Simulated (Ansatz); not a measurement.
The system is CsLiCr2Te2S3.

```
CELL_PARAMETERS angstrom
7.05684 0.00000 0.00000
0.00000 3.98060 0.00000
-2.67333 0.00000 8.68168
ATOMIC_POSITIONS crystal
Cs 0.07739 0.00000 0.37706
Li 0.86424 0.50000 0.78883
Cr 0.12646 0.00000 0.94616
Cr 0.59290 0.50000 0.97165
Te 0.50838 0.00000 0.15270
Te 0.55612 0.00000 0.74893
S 0.87426 0.00000 0.68502
S 0.25176 0.50000 0.84402
S 0.96294 0.50000 0.05357
```

The cell was built by a generator and needn't be a form met in nature.

| Item | Value |
| --- | --- |
| Program | Ansatz 0.2.0 |
| Task | relaxation of cell and atoms |
| Functional | BLYP |
| Potentials or basis | Ansatz PAW |
| Cutoff | 420 eV (not typed: the program's choice for these potentials) |
| k mesh | 3 × 5 × 3 |
| Occupations | fermi-dirac, width 0.05 eV |
| Spin | collinear spin, ferromagnetic start |
| Starting moments | [0.0, 0.0, 3.0, 3.0, 0.0, 0.0, 0.0, 0.0, 0.0] μB |

At the start: volume 27.10 Å³/atom.

**Question.** How do energy, volume and symmetry change on relaxing?

**Answer.** It ends after 10 steps and the volume is 29.28 Å³/atom (+8.1 %); space group Pm (No. 6, to 0.05 Å); moment 6.00 μB per cell.

The path:
```
step  energy change (eV)  largest force (eV/Å)  volume (Å³)
   1              0.0000                0.3736       243.87
   2             -0.1010                0.3392       259.37
   3             -0.1364                0.1868       260.52
   4             -0.1395                0.1745       262.29
   5             -0.1433                0.0412       262.52
   6             -0.1440                0.0259       262.99
   7             -0.1443                0.0274       263.02
   8             -0.1447                0.0138       263.53
   9             -0.1448                0.0079       263.54
  10             -0.1489                0.0079       263.54
```

Final structure:
```
Cs Li Cr Te S
1.0
     7.23938    0.00000    0.03095
     0.00000    4.08052    0.00000
    -2.70440    0.00000    8.90963
Cs Li Cr Te S
1 1 2 2 3
Cartesian
  -0.4901 0.0000 3.3500
  4.2107 2.0403 7.0629
  -1.6412 0.0000 8.4558
  1.6391 2.0403 8.6486
  3.2655 0.0000 1.3456
  2.0220 0.0000 6.6728
  4.4739 0.0000 6.1729
  -0.4696 2.0403 7.5640
  6.7855 2.0403 0.4847
```

Caveat: the plane-wave basis is chosen anew once the cell has moved, so the energies of steps on either side of that aren't comparable; only a ferromagnetic start was run, and an antiferromagnetic order may lie lower in energy; the PAW data sets come from PBE, with cores solved anew for the run's functional, which leaves a small shift of forces and pressure.
